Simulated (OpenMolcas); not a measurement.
# BMK/def2-TZVP (RICD fitting, core potential) run of SnH4 (SMILES [SnH4])

What is the vertical ionisation energy of SnH4 at BMK/def2-TZVP (RICD fitting, core potential)? 

Program for the calculation: OpenMolcas 26.06.

4 further runs of the same task are left out: 1 that didn't finish, 3 set aside as unsound or not needed.

## Step 1: Starting point

SnH4: 5 atoms, total charge 0, spin state singlet. As SMILES, `[SnH4]`. The shape comes from GFN2-xTB, which is rough for such elements, and wasn't checked as a minimum.

Bond lengths: Sn1–H2 1.639 Å, Sn1–H3 1.639 Å, Sn1–H4 1.639 Å, Sn1–H5 1.638 Å. Angles: H2–Sn1–H3 109.4°, H2–Sn1–H4 109.5°, H2–Sn1–H5 109.5°, H3–Sn1–H4 109.5°, H3–Sn1–H5 109.5°, H4–Sn1–H5 109.4°.

## Step 2: Energy and gradient at BMK/def2-TZVP (RICD fitting, core potential)

Input file job.inp:

```
* H4Sn Kohn-Sham DFT
>>> EXPORT MOLCAS_PRINT=2

&GATEWAY
 Coord
 5
 angstrom
 Sn      -0.000070       0.000000      -0.000210
 H        0.791560      -0.820710       1.176480
 H       -1.503540       0.387910       0.523460
 H       -0.111570      -0.937060      -1.339770
 H        0.823620       1.369850      -0.359960
 Basis
 def2-TZVP
 Group
 NoSym
 RICD

&SEWARD

&SCF
 KSDFT
 2
 1.0 HYB_MGGA_X_BMK
 1.0 GGA_C_BMK
 PrOrbitals
 1 2

&ALASKA
```

Started as:

```
$ export MOLCAS_MEM=1860
$ pymolcas job.inp > job.log
```

The log of the run:

```text
--- Start Module: gateway ---
[...]
--- Stop Module: gateway /rc=_RC_ALL_IS_WELL_ ---
[...]
      Basis functions           74
[...]
--- Start Module: scf ---
[...]
       Convergence after   9 Iterations
[...]
::    Total KS-DFT energy                            -215.8202854501
[...]
      Total spin, S                                     0.0000000000
[...]
      Total electronic charge=   26.000000
      Total            charge=   -0.000000
[...]
      Dipole Moment (debye):
      Origin of the operator (angstrom)=   -0.0001   -0.0000   -0.0002
                   X= -2.9365E-04               Y=  3.2572E-04               Z= -1.2261E-03           Total=  1.3021E-03
      Quadrupole Moment (debye*angstrom):
[...]
--- Stop Module: scf /rc=_RC_ALL_IS_WELL_ ---
[...]
--- Start Module: alaska ---
[...]
 *              Molecular gradients               *
 **************************************************
  Irreducible representation: a
 ------------------------------------------------------------------------------------------
                              X                       Y                       Z
 ------------------------------------------------------------------------------------------
  SN1              -2.72100671019092E-04   -2.46571395869004E-04   -3.07915618979475E-05
  H2               -1.11428694974873E-02    1.19300221527245E-02   -1.67720161618234E-02
  H3                2.15766690389962E-02   -5.26748308019231E-03   -7.42203143666686E-03
  H4                1.71606360573154E-03    1.35689515238511E-02    1.90409389422013E-02
  H5               -1.18777624762019E-02   -1.99849192005197E-02    5.18390021819382E-03
 ------------------------------------------------------------------------------------------
--- Stop Module: alaska /rc=_RC_ALL_IS_WELL_ ---
[...]
```

Run time: 6.9 s. Hardware: 1 thread of Arm Neoverse V1, shared host.

## Step 3: The doublet cation at the same level

Input file job.input:

```
* H4Sn Kohn-Sham DFT

&GATEWAY
  Coord
  5
  angstrom
  Sn      -0.000070       0.000000      -0.000210
  H        0.791560      -0.820710       1.176480
  H       -1.503540       0.387910       0.523460
  H       -0.111570      -0.937060      -1.339770
  H        0.823620       1.369850      -0.359960
  Basis
  def2-TZVP
  Group
  NoSym
  RICD

&SEWARD

&SCF
  UHF
  Charge
  1
  Spin
  2
  KSDFT
  2
  1.0 HYB_MGGA_X_BMK
  1.0 GGA_C_BMK
  PrOrbitals
  1 2

&ALASKA
```

Started as:

```
$ export MOLCAS_MEM=1860
$ pymolcas job.input > job.log
```

The log of the run:

```text
--- Start Module: gateway ---
[...]
--- Stop Module: gateway /rc=_RC_ALL_IS_WELL_ ---
[...]
      Basis functions           74
[...]
--- Start Module: scf ---
[...]
       Convergence after  22 Iterations
[...]
::    Total KS-DFT energy                            -215.3872027915
[...]
      Total spin, S                                     0.5068615895
[...]
      Total electronic charge=   25.000000
      Total            charge=    1.000000
[...]
      Dipole Moment (debye):
      Origin of the operator (angstrom)=   -0.0001   -0.0000   -0.0002
                   X= -9.3979E-03               Y= -1.5675E-02               Z=  2.8260E-02           Total=  3.3655E-02
      Center of Charge (angstrom)
[...]
--- Stop Module: scf /rc=_RC_ALL_IS_WELL_ ---
[...]
--- Start Module: alaska ---
[...]
 *              Molecular gradients               *
 **************************************************
  Irreducible representation: a
 ------------------------------------------------------------------------------------------
                              X                       Y                       Z
 ------------------------------------------------------------------------------------------
  SN1              -6.40286191455600E-04   -1.02418923062943E-03    1.37385977121342E-03
  H2               -6.06870120919867E-03    3.00671398462742E-02   -2.61300288386201E-02
  H3                2.71814588524695E-02   -1.66319770441273E-02   -2.40029029895360E-02
  H4               -1.34247715123770E-02    2.17755575425764E-02    3.00178169863403E-02
  H5               -7.04769993942689E-03   -3.41865311141012E-02    1.87412550705975E-02
 ------------------------------------------------------------------------------------------
--- Stop Module: alaska /rc=_RC_ALL_IS_WELL_ ---
[...]
```

Wall time 18 s (1 thread of Arm Neoverse V1, shared host).

## Step 4: Outcome

At BMK/def2-TZVP (RICD fitting, core potential):

| quantity | value |
| --- | --- |
| singlet SnH4: total energy | -215.82029 Eh |
| singlet SnH4: dipole moment | 0.00 D |
| singlet SnH4: HOMO energy | -9.98 eV |
| singlet SnH4: LUMO energy | 1.71 eV |
| singlet SnH4: HOMO–LUMO gap | 11.69 eV |
| singlet SnH4: largest force on an atom | 1.225 eV/Å |
| doublet cation: total energy | -215.38720 Eh |
| doublet cation: HOMO energy (highest over α and β) | -16.36 eV |
| doublet cation: LUMO energy (lowest over α and β) | -13.63 eV |
| doublet cation: ⟨S²⟩ | 0.764 |
| vertical ionisation energy (to the doublet cation) | 11.785 eV |

What this shows: This program's gradients are faulty for this kind of reference, so any forces in the log (doublet cation) can't be trusted; the energy can. The vertical ionisation energy comes to 11.78 eV (1137 kJ/mol). The largest force (singlet SnH4) is 1.22 eV/Å: the shape isn't a stationary point for this species at this level. The negative HOMO energy of the first species, 9.98 eV, lies 1.80 eV below that difference. Mulliken charges (singlet SnH4) run from -0.09 on H2 to +0.36 on Sn1; they depend strongly on the basis. Mulliken charges (doublet cation) run from +0.12 on H5 to +0.52 on Sn1.
